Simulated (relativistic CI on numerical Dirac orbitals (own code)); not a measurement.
# Ions with 56 electrons, Ba to Sm⁶⁺: levels along an isoelectronic sequence

How do the lowest levels of 56-electron ions move as Z rises from 56 to 62? Each ion is run with the same configurations.

Method: Dirac-Coulomb-Breit CI, KLI orbitals optimised for each configuration, model QED (radiative potential, 1s self-energy scaled to tabulated hydrogen-like ionisation energies). Code: relativistic CI on numerical Dirac orbitals (own code) version 2.

## Step 1: Starting point

| Item | Value |
| --- | --- |
| electrons | 56 |
| ions | Ba, La⁺, Ce²⁺, Pr³⁺, Nd⁴⁺, Pm⁵⁺, Sm⁶⁺ |
| configurations | [Kr] 4d10 4f8 5s2; [Kr] 4d10 4f10; [Xe] 4f2; [Xe] 6s2; [Kr] 4d10 4f9 5s |

## Step 2: Ba (Z = 56)

Settings, as recorded:

```ini
atom Ba  Z=56  charge=0  electrons=56
nucleus A=138  rms_radius_fm=4.8378
hamiltonian dirac-coulomb  breit=on  qed=on  c_scale=1
orbitals kli  potential=per-configuration
slater_scale 1
correlation none
mixing on
configurations
  [Kr] 4d10 4f8 5s2
  [Kr] 4d10 4f10
  [Xe] 4f2
  [Xe] 6s2
  [Kr] 4d10 4f9 5s
end
```

## Step 3: La⁺ (Z = 57)

Settings: those of step 2 with these lines changed.

```diff
@@ -1,3 +1,3 @@
-atom Ba  Z=56  charge=0  electrons=56
-nucleus A=138  rms_radius_fm=4.8378
+atom La  Z=57  charge=1  electrons=56
+nucleus A=139  rms_radius_fm=4.8550
 hamiltonian dirac-coulomb  breit=on  qed=on  c_scale=1
```

## Step 4: Ce²⁺ (Z = 58)

Settings: those of step 3 with these lines changed.

```diff
@@ -1,3 +1,3 @@
-atom La  Z=57  charge=1  electrons=56
-nucleus A=139  rms_radius_fm=4.8550
+atom Ce  Z=58  charge=2  electrons=56
+nucleus A=140  rms_radius_fm=4.8771
 hamiltonian dirac-coulomb  breit=on  qed=on  c_scale=1
```

## Step 5: Pr³⁺ (Z = 59)

Settings: those of step 4 with these lines changed.

```diff
@@ -1,3 +1,3 @@
-atom Ce  Z=58  charge=2  electrons=56
-nucleus A=140  rms_radius_fm=4.8771
+atom Pr  Z=59  charge=3  electrons=56
+nucleus A=141  rms_radius_fm=4.8919
 hamiltonian dirac-coulomb  breit=on  qed=on  c_scale=1
```

## Step 6: Nd⁴⁺ (Z = 60)

Settings: those of step 5 with these lines changed.

```diff
@@ -1,3 +1,3 @@
-atom Pr  Z=59  charge=3  electrons=56
-nucleus A=141  rms_radius_fm=4.8919
+atom Nd  Z=60  charge=4  electrons=56
+nucleus A=142  rms_radius_fm=4.9123
 hamiltonian dirac-coulomb  breit=on  qed=on  c_scale=1
```

## Step 7: Pm⁵⁺ (Z = 61)

Settings: those of step 6 with these lines changed.

```diff
@@ -1,3 +1,3 @@
-atom Nd  Z=60  charge=4  electrons=56
-nucleus A=142  rms_radius_fm=4.9123
+atom Pm  Z=61  charge=5  electrons=56
+nucleus A=145  rms_radius_fm=4.9620
 hamiltonian dirac-coulomb  breit=on  qed=on  c_scale=1
```

## Step 8: Sm⁶⁺ (Z = 62)

Settings: those of step 7 with these lines changed.

```diff
@@ -1,3 +1,3 @@
-atom Pm  Z=61  charge=5  electrons=56
-nucleus A=145  rms_radius_fm=4.9620
+atom Sm  Z=62  charge=6  electrons=56
+nucleus A=152  rms_radius_fm=5.0819
 hamiltonian dirac-coulomb  breit=on  qed=on  c_scale=1
```

(Steps that only read results are left out.)

Q: Predict the outcome of this session. Wanted: lowest level, first ion; lowest level, last ion; changes of the lowest level; mean jj purity of the low levels.

As calculated:

| quantity | value |
| --- | --- |
| lowest level, first ion | 6s2 1S0 |
| lowest level, last ion | 4f2 5s2 5p6 3H4 |
| changes of the lowest level | at Ce²⁺ |
| mean jj purity of the low levels | 80 to 84 % |

The lowest level changes from 6s2 1S0 to 4f2 5s2 5p6 3H4 at Ce²⁺. Only the listed configurations are in the model, so lower levels can be missing. The near-neutral members are the least reliable. For La⁺ NIST tabulates another ground level.
